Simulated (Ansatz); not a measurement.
From input file to script: C2H3BF3, SMILES [BH]CC(F)(F)F in Ansatz 0.2.0.

```yaml
crystal:
  periodic: [false, false, false]
  atoms:
    - { symbol: B, position_ang: [1.6716, -0.1683, 0.0691] }
    - { symbol: C, position_ang: [0.2429, 0.5338, 0.1565] }
    - { symbol: C, position_ang: [-0.8981, -0.4784, 0.051] }
    - { symbol: F, position_ang: [-0.8401, -1.1454, -1.1608] }
    - { symbol: F, position_ang: [-2.107, 0.1878, 0.1343] }
    - { symbol: F, position_ang: [-0.8243, -1.3974, 1.084] }
    - { symbol: H, position_ang: [2.4258, 0.12, -0.7932] }
    - { symbol: H, position_ang: [0.1723, 1.0724, 1.125] }
    - { symbol: H, position_ang: [0.157, 1.2755, -0.6659] }
basis:
  gaussian: { orbitals: def2-SVP }
hamiltonian:
  xc: { name: PBE-QIDH }
magnetization:
  spin_polarized: true
  initial_magnetization: 1.0
```

On the command line:
```console
$ ansatz run input.yaml --threads 1 --pin off --max-ram 4096MiB --backend cpu --events-out ev --progress --plain --runs-dir out
Engine: ansatz 0.2.0, aarch64-unknown-linux-gnu
Functional definition: PBE-QIDH
  parameter a = 3^(-1/3)
  parameter c = 1/3
  exchange = (1 - a)*pbe_x + a*exact_x
  correlation = (1 - c)*pbe_c + c*(mp2_os + mp2_ss)
976 factors; integrals over basis functions are off by at most 1.4e-3 eV
mean field evaluation 1: about -10910.5672 eV, gradient 3.1e1 eV
mean field evaluation 2: about -10910.6545 eV, gradient 3.1e1 eV
mean field evaluation 4: about -10914.5374 eV, gradient 2.7e0 eV
mean field evaluation 8: about -10914.5946 eV, gradient 9.9e-2 eV
mean field evaluation 16: about -10914.5948 eV, gradient 2.1e-3 eV
mean field evaluation 32: about -10914.5916 eV, gradient 4.2e-1 eV
mean field -10914.59479783 eV, -401.1039606421 hartree, gradient 3.0e-6 eV, S^2 0.751790; 2 other end points of the search recorded, 0 dependent functions left out
6 core orbitals not correlated: weight in the atoms' cores, before any rotation towards them, 1.000 or more for the frozen orbitals, at most 0.000 for the correlated occupied ones
reference -10914.59480659 eV, -401.1039609641 hartree; 18, 17 occupied and 75, 76 virtual orbitals, 976 factors
second order -26.95422601 eV of doubles, -0.00000000 eV of singles
Total energy: -10923.57954859 eV, -401.4341441427 hartree
```

The script, `run_energy.py`:
```python
"""Single point of C2H3BF3."""

import warnings

import ansatz as az

BASIS_SET = "def2-SVP"

GEOMETRY = """
B     1.67160   -0.16830    0.06910
C     0.24290    0.53380    0.15650
C    -0.89810   -0.47840    0.05100
F    -0.84010   -1.14540   -1.16080
F    -2.10700    0.18780    0.13430
F    -0.82430   -1.39740    1.08400
H     2.42580    0.12000   -0.79320
H     0.17230    1.07240    1.12500
H     0.15700    1.27550   -0.66590
"""

warnings.simplefilter("ignore", az.DeckWarning)

c2h3bf3 = az.Crystal.molecule()
for line in GEOMETRY.strip().splitlines():
    symbol, *xyz = line.split()
    c2h3bf3 = c2h3bf3.atom(symbol, [float(v) for v in xyz])

job = c2h3bf3.calculation()
job = job.basis(gaussian=BASIS_SET).functional(az.LibraryFunctional("PBE-QIDH"))
job = job.spin("collinear", total=1)
result = job.run(threads=1)
rep = result.report

print("reference energy %16.6f eV" % rep["reference_energy_ev"])
print("total energy     %16.6f eV" % rep["free_energy_ev"])
print("occupied orbitals outside the frozen core (up, down):", rep["n_occupied"], " frozen:", rep["n_frozen"], " virtual:", rep["n_virtual"])
```

```console
$ python run_energy.py
reference energy    -10914.594807 eV
total energy        -10923.579549 eV
occupied orbitals outside the frozen core (up, down): [18, 17]  frozen: 6  virtual: [75, 76]
```

Reading the output:
- Total energies depend on the basis set; only differences at equal settings carry meaning.
- The geometry is a force-field or estimated start, not a minimum of this method, and the basis set is short of its limit.
- The run takes the species as open-shell (spin multiplicity 2), which needn't be its ground state.
- It ran for 10 s on 1 thread of Arm Neoverse V1, on a shared host, peak memory 0.31 GiB.

(Lines on the test bed's own set-up are left out of the output.)
